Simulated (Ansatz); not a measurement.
NaGeO3 and its elements, a formation energy from the elements

Program: Ansatz 0.2.0, Python API.

Script `nageo3_formation.py`:
```python
'''Formation energy of NaGeO3 from the elements, after relaxing atoms and volume at fixed cell shape.'''

from collections import Counter
import warnings

import ansatz as az
import numpy as np

XC = 'LDA'
ECUT = 520
KSPACING = 0.3
FILLING = 'fermi_dirac'
WIDTH_EV = 0.02

PHASES = {
    'NaGeO3': (
        [(3.764763, 0.0, 0.0), (0.0, 3.764763, 0.0), (0.0, 0.0, 3.764763)],
        [
            ('Na', (0.0, 0.0, 0.0)),
            ('Ge', (0.5, 0.5, 0.5)),
            ('O', (0.5, 0.5, 0.0)),
            ('O', (0.5, 0.0, 0.5)),
            ('O', (0.0, 0.5, 0.5)),
        ],
    ),
    'Na': (
        [(-2.141, 2.141, 2.141), (2.141, -2.141, 2.141), (2.141, 2.141, -2.141)],
        [
            ('Na', (0.0, 0.0, 0.0)),
        ],
    ),
    'Ge': (
        [(0.0, 2.82891, 2.82891), (2.82891, 0.0, 2.82891), (2.82891, 2.82891, 0.0)],
        [
            ('Ge', (0.0, 0.0, 0.0)),
            ('Ge', (0.25, 0.25, 0.25)),
        ],
    ),
    'O2': (
        [(9.0, 0.0, 0.0), (0.0, 9.5, 0.0), (0.0, 0.0, 10.0)],
        [
            ('O', (0.5, 0.5, 0.4385)),
            ('O', (0.5, 0.5, 0.5615)),
        ],
    ),
}


def build(vectors, sites):
    crystal = az.Crystal(lattice=az.Lattice.of(vectors))
    for symbol, position in sites:
        crystal = crystal.atom(symbol, position)
    return crystal

POLARISED = {'O2'}

GASES = {'O2'}


def ground_state(name, crystal):
    calc = (
        crystal.calculation()
        .functional(XC)
        .basis(ECUT)
        .kpoints(spacing=KSPACING)
        .occupations(FILLING, width=WIDTH_EV)
        .stress()
    )
    if name in POLARISED:
        calc = calc.spin('collinear')
    if name in GASES:
        return calc.kpoints(1, 1, 1).relax(force_tolerance=0.03).run(threads=1, pin='off')
    calc = calc.relax(force_tolerance=0.03, fix_cell=['shape'])
    return calc.run(threads=1, pin='off')


def counts(outcome):
    return Counter(site.symbol for site in outcome.lattice.sites)

def formation_energy(outcome, mu):
    n = counts(outcome)
    return (outcome.report['energy_sigma0_ev'] - sum(k * mu[element] for element, k in n.items())) / sum(n.values())


def volume_per_atom(outcome):
    return abs(np.linalg.det(outcome.lattice.cell_ang)) / len(outcome.lattice.sites)


def main() -> None:
    warnings.simplefilter('ignore', az.DeckWarning)

    phases = {name: build(*cell) for name, cell in PHASES.items()}
    phases['O2'] = phases['O2'].moments(O=1.0)

    done = {}
    for name, crystal in phases.items():
        done[name] = ground_state(name, crystal)
        print(f'{name}: {done[name].report["energy_sigma0_ev"]:.4f} eV, {len(done[name].lattice.sites)} atoms')

    # energy of one atom in its reference phase
    references = {'Na': 'Na', 'Ge': 'Ge', 'O': 'O2'}
    mu = {element: done[name].report['energy_sigma0_ev'] / len(done[name].lattice.sites) for element, name in references.items()}

    target = done['NaGeO3']
    heat = formation_energy(target, mu)
    rows = [(name, len(o.lattice.sites), volume_per_atom(o), formation_energy(o, mu)) for name, o in done.items()]
    print('| phase | atoms | V (A^3/atom) | E_form (eV/atom) |')
    print('| --- | --- | --- | --- |')
    for row in rows:
        print(f'| {row[0]} | {row[1]:d} | {row[2]:.3f} | {row[3]:.4f} |')
    # no correction for the overbinding of the gas molecule is applied


if __name__ == '__main__':
    main()
```

```console
$ python nageo3_formation.py
NaGeO3: -7347.4133 eV, 5 atoms
Na: -1466.6082 eV, 1 atoms
Ge: -8431.4195 eV, 2 atoms
O2: -1104.7259 eV, 2 atoms
| phase | atoms | V (A^3/atom) | E_form (eV/atom) |
| --- | --- | --- | --- |
| NaGeO3 | 5 | 10.022 | -1.6013 |
| Na | 1 | 33.375 | 0.0000 |
| Ge | 2 | 22.219 | 0.0000 |
| O2 | 2 | 427.500 | 0.0000 |
```

What to keep in mind:
- Absolute energies stand on the zero of these potentials, so only differences at equal settings mean something.
- Other magnetic orders than the one started from may lie lower.
- For the metals among these phases the mesh is modest: differences between phases can be off by up to 40 meV an atom.
- The program warned that this SCF threshold is loose for forces or stresses.
- Atoms and volume are relaxed with the cell's shape held, which in cells of lower than cubic symmetry can hide stresses and shift volumes.
- The cells come from databases of deposited and of computed structures, and not all need be stable phases.
- The compound is the structure given, not necessarily its lowest; energies are at zero temperature, with no correction for gases. Magnetic phases start from parallel moments and may not end in their lowest magnetic state. A semilocal functional's error on such energies is often 0.05 to 0.1 eV an atom, and 0.1 to 0.3 eV against gases such as O2 or F2.
- The script silences the warnings on its input, which a real study should read.
- Run time: 33 s on 1 thread of Intel(R) Xeon(R) Platinum 8488C (Sapphire Rapids) (shared host), peak memory 0.81 GiB.

(Lines on the test bed's own set-up are left out of the output.)
